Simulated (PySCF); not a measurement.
# H2O4Os (Os(O)3(H2O)): the cost of one run

Program: PySCF 2.14.0. Level of theory: several levels, as the steps say, no spin–orbit coupling. These are calculated values, not measurements.

### 1 The system as given

7 atoms, charge 0, spin multiplicity 3.

Bond lengths: Os1–O2 1.761 Å, Os1–O3 1.719 Å, Os1–O4 1.761 Å, O5–H6 0.977 Å, O5–H7 0.977 Å. Angles: O2–Os1–O3 117.5°, O2–Os1–O4 111.3°, O3–Os1–O4 117.5°, H6–O5–H7 107.4°.

As a file:

```xyz
7

Os   -0.1168   -0.2248    0.2248
O     0.7213    1.1806    0.8759
O    -0.7741   -1.3482    1.3482
O     0.7213   -0.8759   -1.1806
O    -0.8555    1.3212   -1.3212
H    -1.3755    2.0579   -0.9439
H    -1.3755    0.9439   -2.0579
```

Formal oxidation states: Os +6. An earlier session relaxed this geometry at TPSS, Os def2-SVP with ECP60, O def2-SVP, H def2-SVP (triplet, point group Cs).

At TPSS on the finer grid: E = -392.590861 Eh, HOMO -4.92 eV, LUMO -4.63 eV (over both spins), ⟨S²⟩ = 2.012, Mulliken charge on Os1 +0.85 e, largest force component 0.019 eV/Å. 

Levels to run: PBE0; wB97X; TPSSh; BP86; TPSS, TZVP; TPSS, x2c-SVP. Hardware: 2 threads of Arm Neoverse V2, shared host.

### 2 PBE0

run.py (the lines that set the calculation) reads:

```python
mol = gto.M(atom='''
Os    -0.11679    -0.22475     0.22475
O      0.72133     1.18062     0.87588
O     -0.77408    -1.34822     1.34822
O      0.72133    -0.87588    -1.18062
O     -0.85552     1.32122    -1.32122
H     -1.37548     2.05786    -0.94386
H     -1.37548     0.94386    -2.05786''',
    basis={'Os': 'def2-SVP', 'O': 'def2-SVP', 'H': 'def2-SVP'},
    ecp={'Os': 'def2-SVP'},
    charge=0, spin=2)
mf = dft.UKS(mol, xc='PBE0')
mf.grids.atom_grid = (75, 302)
mf = mf.density_fit()  # fitting sets: Os def2-universal-JKFIT, O def2-universal-JKFIT, H def2-universal-JKFIT
mf.conv_tol = 1e-08; mf.max_cycle = 55
mf.kernel(dm0)  # dm0: the density of the relaxed state
```

On the command line:

```sh
$ OMP_NUM_THREADS=2 python run.py
```

**Question.** How long does this run take on 2 threads of Arm Neoverse V2, shared host?

About 6.6 s.
